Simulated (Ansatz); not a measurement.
# SiH4O + NH3 + H2O: a complex and its separated parts

Aim: how far the complex at one end of a reaction step lies below its separated, relaxed parts, level by level.

Program: Ansatz 0.2.0, Gaussian basis. Level of theory: PBE0-D4/def2-TZVP structures, single points in def2-TZVPP, no counterpoise correction. These are calculated values, not measurements.

Levels: SPW92, PBE-D4, BLYP-D4, r2SCAN-D4, B97M-V, PBE0-D4, B3LYP-D4, r2SCAN0-D4, BHLYP-D4, CAM-B3LYP-D4, wB97X-V, wB97M-V, B2PLYP, PBE-QIDH, RPA on PBE, Hartree-Fock, MP2, CCSD, CCSD(T).

Cores are frozen in the correlated methods. B3LYP uses VWN-RPA correlation. B2PLYP carries no dispersion term here.

113 further runs of the same task are left out: 113 set aside as unsound or not needed.

## Step 1: Starting geometry

The complex: 13 atoms, charge 0, spin multiplicity 1.

Atoms are counted from 1 here; the program's logs count them from 0.

Bond lengths: Si1–H3 1.521 Å, Si1–H4 1.490 Å, Si1–H5 1.491 Å, Si1–O7 1.696 Å, N2–H8 1.022 Å, N2–H10 1.014 Å, N2–H11 1.013 Å, H6–O9 0.975 Å, O7–H12 0.960 Å, O9–H13 0.959 Å. Angles: H3–Si1–H4 100.5°, H3–Si1–H5 100.1°, H3–Si1–O7 95.8°, H4–Si1–H5 114.4°, H4–Si1–O7 118.7°, H5–Si1–O7 120.1°, H8–N2–H10 107.4°, H8–N2–H11 109.5°, H10–N2–H11 108.1°, Si1–O7–H12 109.2°, H6–O9–H13 106.0°.

Geometry (Å):

```mol
H9NO2Si
  3D, bonds by distance, orders not assigned

 13 10  0  0  0  0  0  0  0  0999 V2000
    0.6372    1.0894    0.6545 Si  0  0
    0.4871   -1.1243    0.6096 N   0  0
    0.7273    2.6044    0.5598 H   0  0
   -0.4220    0.9439    1.6926 H   0  0
    2.0144    0.7756    1.1316 H   0  0
   -1.1014   -0.3579   -1.4107 H   0  0
    0.2239    0.8412   -0.9712 O   0  0
   -0.3958   -1.4301    0.1952 H   0  0
   -1.6534   -1.1591   -1.3468 O   0  0
    1.2365   -1.5239    0.0557 H   0  0
    0.5627   -1.4892    1.5514 H   0  0
    0.2433    1.6824   -1.4339 H   0  0
   -2.5598   -0.8523   -1.2877 H   0  0
  1  3  8  0
  1  4  8  0
  1  5  8  0
  1  7  8  0
  2  8  8  0
  2 10  8  0
  2 11  8  0
  6  9  8  0
  7 12  8  0
  9 13  8  0
M  END
```

Its parts: SiH4O holds atoms 1, 3, 4, 5, 7, 12; NH3 holds atoms 2, 8, 10, 11; H2O holds atoms 6, 9, 13. Each part counts its atoms afresh in its own runs.

## Step 2: Relaxing SiH4O alone

Contents of relax-a/in.yaml:

```yaml
crystal:
  periodic: [false, false, false]
  atoms:
    - {symbol: Si, position_ang: [0.637203, 1.089375, 0.654462]}
    - {symbol: H, position_ang: [0.727253, 2.604411, 0.559785]}
    - {symbol: H, position_ang: [-0.421995, 0.943950, 1.692604]}
    - {symbol: H, position_ang: [2.014364, 0.775567, 1.131567]}
    - {symbol: O, position_ang: [0.223930, 0.841237, -0.971231]}
    - {symbol: H, position_ang: [0.243273, 1.682391, -1.433860]}
basis:
  gaussian: {orbitals: def2-TZVP}
hamiltonian: {xc: pbe0, dispersion: d4}
relax: {f_tol: 0.005, max_steps: 200}
```

Started as:

```sh
$ ansatz run in.yaml --threads 8 --pin off --events-out ev --progress --plain --max-ram 19148MiB
```

Further steps of the session: Relaxing NH3 alone; Relaxing H2O alone; SPW92/def2-TZVPP; PBE-D4/def2-TZVPP; BLYP-D4/def2-TZVPP; r2SCAN-D4/def2-TZVPP; B97M-V/def2-TZVPP; PBE0-D4/def2-TZVPP; B3LYP-D4/def2-TZVPP; r2SCAN0-D4/def2-TZVPP; BHLYP-D4/def2-TZVPP; CAM-B3LYP-D4/def2-TZVPP; wB97X-V/def2-TZVPP; wB97M-V/def2-TZVPP; B2PLYP/def2-TZVPP; PBE-QIDH/def2-TZVPP; RPA on PBE/def2-TZVPP; CCSD(T)/def2-TZVPP; Vibrations of SiH4O; Vibrations of NH3; Vibrations of H2O.

What does the calculation give? Wanted: complex less parts, CCSD(T)/def2-TZVPP; with zero-point energy; largest T1 diagnostic.

The runs gave:

```
                              quantity         value
complex less parts, CCSD(T)/def2-TZVPP  -48.8 kJ/mol
                with zero-point energy  -23.8 kJ/mol
                 largest T1 diagnostic         0.011
```

At CCSD(T) the complex lies 48.8 kJ/mol below its parts. Among the functionals B3LYP-D4 lands nearest to CCSD(T) (-1.0 kJ/mol) and SPW92 farthest (-61.1 kJ/mol). BHLYP-D4 is as near within the digits shown. Mean unsigned error by rung: LDA 61.1, GGA 8.8, meta-GGA 9.0, hybrid 5.5, range-separated hybrid 5.3, double hybrid 6.3 kJ/mol. PBE-D4 gives a relative energy 16.0 kJ/mol too low, outside chemical accuracy (1 kcal/mol, 4.2 kJ/mol). No counterpoise was applied, and triple zeta lacks some correlation, so the CCSD(T) reference has a basis error of its own, and close matches with it are partly luck.
